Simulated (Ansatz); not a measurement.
# C₂H₂AlFTe: a ladder of functionals and wavefunction methods

How much do the methods differ for C₂H₂AlFTe? The plan is to run it at one geometry with functionals of several rungs and with coupled cluster, and see how far each lands from CCSD(T) at the basis-set limit for the atomisation energy.

Computed with Ansatz 0.2.0, Gaussian basis. Level: functionals in def2-TZVPP, the program's frozen cores in correlated methods.

Levels to be run: LDA (SPW92), PBE-D4, revPBE-D4, BLYP-D4, r2SCAN-D4, B97M-V, PBE0-D4, B3LYP-D4, r2SCANh-D4, r2SCAN0-D4, HSE06-D4, BHLYP-D4, CAM-B3LYP-D4, LC-ωPBE, ωB97X-V, ωB97M-V, B2PLYP, PBE-QIDH; CCSD(T)/def2-SVP; CCSD(T)/def2-TZVPP; MP2/def2-QZVPP; extrapolation to the limit; RPA on PBE.

### Step 1. The relaxed structure

An earlier PBE0-D4 in a triple-zeta def2 set relaxation fixed the geometry. Te takes the def2 core potential; no spin-orbit term is included.

SMILES `C=[C]1[Te][Al]1[F]`, 7 atoms, charge 0, spin multiplicity 1.

Atoms are counted from 1 here; the program's logs count them from 0.

Bond lengths: C1–C2 1.321 Å, C1–H6 1.088 Å, C1–H7 1.086 Å, C2–Te3 2.259 Å, C2–Al4 1.876 Å, Te3–Al4 2.431 Å, Al4–F5 1.637 Å. Angles: C2–C1–H6 119.5°, C2–C1–H7 124.0°, H6–C1–H7 116.5°, C1–C2–Te3 126.2°, C1–C2–Al4 162.4°, Te3–C2–Al4 71.3°, C2–Te3–Al4 47.0°, C2–Al4–Te3 61.7°, C2–Al4–F5 146.7°, Te3–Al4–F5 151.6°.

### Step 2. LDA

This LDA is Slater exchange with PW92 correlation.

The input, in.yaml:

```yaml
crystal:
  periodic: [false, false, false]
  atoms:
    - {symbol: C, position_ang: [0.953172, -0.367616, 1.024314]}
    - {symbol: C, position_ang: [0.080451, -0.120268, 0.064539]}
    - {symbol: Te, position_ang: [-0.954847, -1.656663, -1.227560]}
    - {symbol: Al, position_ang: [-1.053816, 0.770243, -1.134703]}
    - {symbol: F, position_ang: [-1.629529, 2.209610, -1.660209]}
    - {symbol: H, position_ang: [1.386192, 0.461189, 1.580698]}
    - {symbol: H, position_ang: [1.279677, -1.364395, 1.307223]}
basis:
  gaussian: {orbitals: def2-TZVPP}
hamiltonian: {xc: lda}
output: {orbitals: {seedname: orbitals}}
```

Run with:

```
$ ansatz run in.yaml --threads 4 --pin off --events-out ev --progress --plain --max-ram 10444MiB
```

After this run come: PBE-D4 (GGA); revPBE-D4 (GGA); BLYP-D4 (GGA); r2SCAN-D4 (meta-GGA); B97M-V (meta-GGA); B3LYP-D4 (hybrid); r2SCANh-D4 (hybrid); r2SCAN0-D4 (hybrid); HSE06-D4 (hybrid); BHLYP-D4 (hybrid); CAM-B3LYP-D4 (range-separated); LC-ωPBE (range-separated); ωB97X-V (range-separated); ωB97M-V (range-separated); B2PLYP (double hybrid); PBE-QIDH (double hybrid); CCSD(T) in def2-SVP; CCSD(T) in def2-TZVPP; MP2 in def2-QZVPP; RPA on PBE orbitals.

**Question.** What will the summary of the whole plan be? Wanted: atomisation energy, CCSD(T)/CBS; farthest beyond LDA; mean size of error, GGA; mean size of error, meta-GGA; mean size of error, hybrid; mean size of error, range-separated; mean size of error, double hybrid; gap, smallest and largest; T1 diagnostic.

The runs gave:

| quantity | value |
| --- | --- |
| atomisation energy, CCSD(T)/CBS | 2696.2 kJ/mol |
| functionals within 27.0 kJ/mol (1.0 %) | revPBE-D4, BLYP-D4, r2SCAN-D4, B97M-V, PBE0-D4, r2SCANh-D4, HSE06-D4, PBE-QIDH |
| farthest beyond LDA | BHLYP-D4 (-145.7 kJ/mol) |
| mean size of error, GGA | 32.5 kJ/mol |
| mean size of error, meta-GGA | 5.2 kJ/mol |
| mean size of error, hybrid | 46.0 kJ/mol |
| mean size of error, range-separated | 38.5 kJ/mol |
| mean size of error, double hybrid | 37.3 kJ/mol |
| gap, smallest and largest | 2.57 eV (BLYP-D4), 8.81 eV (LC-ωPBE) |
| T1 diagnostic | 0.0144 |
| triples share of the correlation energy | 3.7 % |

**Reading.** The LDA atomisation energy is off by 426.3 kJ/mol (16 %): it overbinds. PBE-D4 is off by +78.2 kJ/mol. Double hybrids carry the basis error of their MP2 part in triple zeta, and no dispersion term here, so their miss is partly the set-up's. By mean error the best rung here is meta-GGA (5.2 kJ/mol) and the worst beyond LDA is hybrid (46.0 kJ/mol). The mean of the hybrids holds BHLYP, with half exact exchange. Misses under about 27.0 kJ/mol are within the doubt on the reference itself, which lacks core-valence correlation, spin-orbit coupling and higher excitations, and its outer-core shells are covered unevenly. All levels share the lack of spin-orbit coupling, which lowers the free heavy atoms and so the true binding. Hartree-Fock recovers 69 % of the binding; the rest is correlation. CCSD(T) in def2-SVP is off by -190.6 kJ/mol, worse than the median functional, from the basis alone. Orbital gaps span 2.6 to 8.8 eV; exact exchange widens them. The restricted reference is unstable towards a spin-broken one. Correlated methods include outer-core shells of Te, which these sets cover unevenly.
